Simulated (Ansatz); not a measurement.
**C4H4F4: one species, many methods**

An exercise on one series of results from a longer session: the logs are not shown, and one member is left open.

Method: functionals in def2-TZVPP, the program's frozen cores in correlated methods; program: Ansatz 0.2.0, Gaussian basis.

Levels to be run: LDA (SPW92), PBE-D4, revPBE-D4, BLYP-D4, r2SCAN-D4, B97M-V, PBE0-D4, B3LYP-D4, r2SCANh-D4, r2SCAN0-D4, HSE06-D4, BHLYP-D4, CAM-B3LYP-D4, LC-ωPBE, ωB97X-V, ωB97M-V, B2PLYP, PBE-QIDH; CCSD(T)/def2-SVP; MP2/def2-TZVPP; MP2/def2-QZVPP; RPA on PBE.

## The geometry

All runs share one geometry, relaxed beforehand with PBE0-D4 in a triple-zeta def2 set.

SMILES `FC/C=C(/F)C(F)F`, 12 atoms, charge 0, spin multiplicity 1.

Atoms are counted from 1 here; the program's logs count them from 0.

Bond lengths: F1–C2 1.377 Å, C2–C3 1.484 Å, C2–H9 1.096 Å, C2–H10 1.096 Å, C3–C4 1.323 Å, C3–H11 1.087 Å, C4–F5 1.338 Å, C4–C6 1.496 Å, C6–F7 1.357 Å, C6–F8 1.356 Å, C6–H12 1.088 Å. Angles: F1–C2–C3 114.1°, F1–C2–H9 107.6°, F1–C2–H10 107.6°, C3–C2–H9 109.7°, C3–C2–H10 109.7°, H9–C2–H10 107.9°, C2–C3–C4 130.3°, C2–C3–H11 113.7°, C4–C3–H11 115.9°, C3–C4–F5 119.1°, C3–C4–C6 129.5°, F5–C4–C6 111.4°, C4–C6–F7 109.4°, C4–C6–F8 109.3°, C4–C6–H12 112.8°, F7–C6–F8 107.1°, F7–C6–H12 109.1°, F8–C6–H12 109.1°.

Set-up of the first run:

Input file in.yaml:

```yaml
crystal:
  periodic: [false, false, false]
  atoms:
    - {symbol: F, position_ang: [-0.356797, -0.396021, -1.875388]}
    - {symbol: C, position_ang: [-0.970004, -1.108932, -0.869136]}
    - {symbol: C, position_ang: [-0.581022, -0.683740, 0.498873]}
    - {symbol: C, position_ang: [0.252562, 0.262896, 0.896714]}
    - {symbol: F, position_ang: [0.437750, 0.457692, 2.207374]}
    - {symbol: C, position_ang: [1.073352, 1.213001, 0.083040]}
    - {symbol: F, position_ang: [0.732753, 2.487243, 0.400625]}
    - {symbol: F, position_ang: [2.383377, 1.060234, 0.399765]}
    - {symbol: H, position_ang: [-2.053094, -0.998296, -0.996321]}
    - {symbol: H, position_ang: [-0.720846, -2.166710, -1.012290]}
    - {symbol: H, position_ang: [-1.068222, -1.250299, 1.288416]}
    - {symbol: H, position_ang: [0.946990, 1.067733, -0.987571]}
basis:
  gaussian: {orbitals: def2-TZVPP}
hamiltonian: {xc: lda}
output: {orbitals: {seedname: orbitals}}
```

The run is started by

```bash
$ ansatz run in.yaml --threads 4 --pin off --events-out ev --progress --plain --max-ram 11315MiB
```

Among the steps run: LDA; PBE-D4 (GGA); revPBE-D4 (GGA); BLYP-D4 (GGA); r2SCAN-D4 (meta-GGA); B97M-V (meta-GGA); PBE0-D4 (hybrid); B3LYP-D4 (hybrid); r2SCANh-D4 (hybrid); r2SCAN0-D4 (hybrid); HSE06-D4 (hybrid); BHLYP-D4 (hybrid); CAM-B3LYP-D4 (range-separated); LC-ωPBE (range-separated); ωB97X-V (range-separated); ωB97M-V (range-separated); B2PLYP (double hybrid); PBE-QIDH (double hybrid).

One table of the session follows, with a row left open; its other results are not shown here.

It belongs to the step «Frontier levels by functional». 

```
  functional  HOMO (eV)  gap (eV)
 LDA (SPW92)      -6.94      5.15
      PBE-D4      -6.74      5.22
   revPBE-D4      -6.65      5.25
     BLYP-D4      -6.63      5.22
   r2SCAN-D4      -6.99      5.67
      B97M-V      -7.05      5.81
     PBE0-D4      -8.05      7.52
    B3LYP-D4      -7.84      7.06
  r2SCANh-D4      -7.49      6.52
  r2SCAN0-D4      -8.22      7.80
    HSE06-D4          ?         ?
    BHLYP-D4      -9.24      9.83
CAM-B3LYP-D4      -9.45     10.06
     LC-ωPBE     -10.78     12.60
     ωB97X-V     -10.40     12.17
     ωB97M-V     -10.30     11.96
```

Q: Estimate the row for HSE06-D4 from the others.

The run gave: HOMO (eV): -7.64; gap (eV): 6.74. In the column «HOMO (eV)» it lies between B3LYP-D4 (-7.84) and r2SCANh-D4 (-7.49).
